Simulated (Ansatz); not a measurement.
This script for Ansatz 0.2.0, Python API starts 5 runs on TiPd, space group Pm-3m. What input does the engine get in each?

`tipd.py`
```python
'''Frozen displacement of one atom in TiPd.'''

import warnings

import ansatz as az
import numpy as np


def main() -> None:
    warnings.simplefilter('ignore', az.DeckWarning)

    vectors = np.array([
        [3.18, 0.0, 0.0],
        [0.0, 3.18, 0.0],
        [0.0, 0.0, 3.18],
    ])
    xtal = (
        az.Lattice.of(vectors)
        .atom('Ti', [0.5, 0.5, 0.5])
        .atom('Pd', [0.0, 0.0, 0.0])
    )

    inverse = np.linalg.inv(np.array(xtal.lattice.vectors))
    home = np.array(xtal.sites[1].position)
    values = np.linspace(-0.05, 0.05, 5)
    energies, pulls = [], []
    for shift in values:
        moved = xtal.move(1, to=home + shift * inverse[1])
        setup = moved.calculation()
        setup = setup.functional('pbesol', dispersion='d4')
        setup = setup.pseudopotentials('paw')
        setup = setup.kpoints(8, 8, 8)
        setup = setup.occupations('fermi_dirac', width=0.15)
        setup = setup.forces()
        r = setup.run(threads=1, pin='off').report
        energies.append(r['free_energy_ev'])
        pulls.append(r['forces_ev_ang'][1][1])

    # the force is minus the slope of the free energy
    print('shift (A)   dE (eV)   force along y (eV/A)')
    for shift, e, f in zip(values, energies, pulls):
        print(f'{shift:8.3f} {e - energies[2]:10.5f} {f:12.4f}')
    print(f'stiffness from energies {2 * np.polyfit(values, energies, 2)[0]:.3f}, from forces {-np.polyfit(values, pulls, 1)[0]:.3f} eV/A^2')


if __name__ == '__main__':
    main()
```

Run 1:
```yaml
crystal:
  lattice:
    - [3.18, 0.0, 0.0]
    - [0.0, 3.18, 0.0]
    - [0.0, 0.0, 3.18]
  atoms:
    - { symbol: Ti, position: [0.5, 0.5, 0.5] }
    - { symbol: Pd, position: [0.0, -0.015723270440251572, 0.0] }
kpoints:
  mp_grid:
    grid: [8, 8, 8]
hamiltonian:
  xc: pbesol
  dispersion: d4
  pseudopotentials:
    kind: paw
scf:
  occupations:
    method: fermi_dirac
    width: 0.15
output:
  forces: true
```

Run 2, against run 1:
```diff
-    - { symbol: Pd, position: [0.0, -0.015723270440251572, 0.0] }
+    - { symbol: Pd, position: [0.0, -0.007861635220125786, 0.0] }
```

Run 3, against run 1:
```diff
-    - { symbol: Pd, position: [0.0, -0.015723270440251572, 0.0] }
+    - { symbol: Pd, position: [0.0, 0.0, 0.0] }
```

Run 4, against run 1:
```diff
-    - { symbol: Pd, position: [0.0, -0.015723270440251572, 0.0] }
+    - { symbol: Pd, position: [0.0, 0.007861635220125788, 0.0] }
```

Run 5, against run 1:
```diff
-    - { symbol: Pd, position: [0.0, -0.015723270440251572, 0.0] }
+    - { symbol: Pd, position: [0.0, 0.015723270440251572, 0.0] }
```

```console
$ python tipd.py
shift (A)   dE (eV)   force along y (eV/A)
  -0.050    0.00333       0.1335
  -0.025    0.00083       0.0666
   0.000    0.00000       0.0000
   0.025    0.00083      -0.0666
   0.050    0.00333      -0.1335
stiffness from energies 2.665, from forces 2.669 eV/A^2
```

The curvature of the energy gives 2.665 eV/Å² and the slope of the force 2.669 eV/Å², a positive curvature.

Caveats:
- Dispersion corrections can be off by several per cent in the lattices of metals, and by several GPa in the pressure at a fixed cell.
- The mesh is modest for a metal, so energies can be off by several to tens of meV an atom and pressures by half a GPa or more; differences at equal mesh fare better.
- In a metal a curvature from energy changes of a few meV or less hangs on mesh and smearing, in size and even in sign.
- This is a high-temperature or high-pressure form, not the ambient phase.
- The starting cell is as deposited in a crystallographic database; the results hold for this polymorph, which needn't be the stable one.
- All periodic images of the atom move with it, so the curvature is one diagonal element of the zone-centre force constants and no normal mode; a positive value doesn't exclude soft modes in which several atoms move.
- Finished in 14 s on 1 thread of Arm Neoverse V2 (shared host), peak memory 0.42 GiB.

(Lines on the test bed's own set-up are left out of the output.)
